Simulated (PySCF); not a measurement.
# C3H3F2GeN: the cost of one run

The runs use PySCF 2.14.0, with density-fitted response routines of our own; the level of theory stands in each step. All values are computed, except where a source is named. Atoms count from 0, in the outputs and in this text.

### 1 The molecule as given

10 atoms, charge 0, multiplicity 1; geometry from: GFN2-xTB. The atoms were then displaced at random by about 0.01 Å, so the start is not that level's minimum.

Bonds of the start (Å): N0–C1 1.17, C1–C2 1.43, C2–F3 1.34, C2–C4 1.32, C4–Ge5 1.96, Ge5–F6 1.74, C4–H7 1.08, Ge5–H8 1.49, Ge5–H9 1.50.

### 2 Geometry optimisation at PBE0-D3(BJ)/def2-SVP

The job: settings as JSON, then the geometry in Å.

```
{"job": {"xc": "PBE0", "basis": "def2-SVP", "d3": "d3bj", "grid": 1, "shake": 0.01, "kind": "geom"}, "charge": 0, "multiplicity": 1}
N      3.615690    -0.391020     0.090070
C      2.467850    -0.215560     0.253310
C      1.055450    -0.039460     0.415450
F      0.722150     0.424780     1.630140
C      0.149510    -0.310240    -0.505620
Ge    -1.737060     0.066010    -0.107080
F     -1.968580     1.643370    -0.793950
H      0.484560    -0.665000    -1.464210
H     -2.670490    -0.787320    -0.888000
H     -2.068640     0.253510     1.348830
```

On the command line:

```sh
OMP_NUM_THREADS=1 python probes_run.py task.json out
```

This one command runs all jobs of the session in turn.

Q: Estimate the wall time and peak memory of this first job on 1 thread of Arm Neoverse V1, shared host.

About 55 s, with a peak of 0.54 GiB.
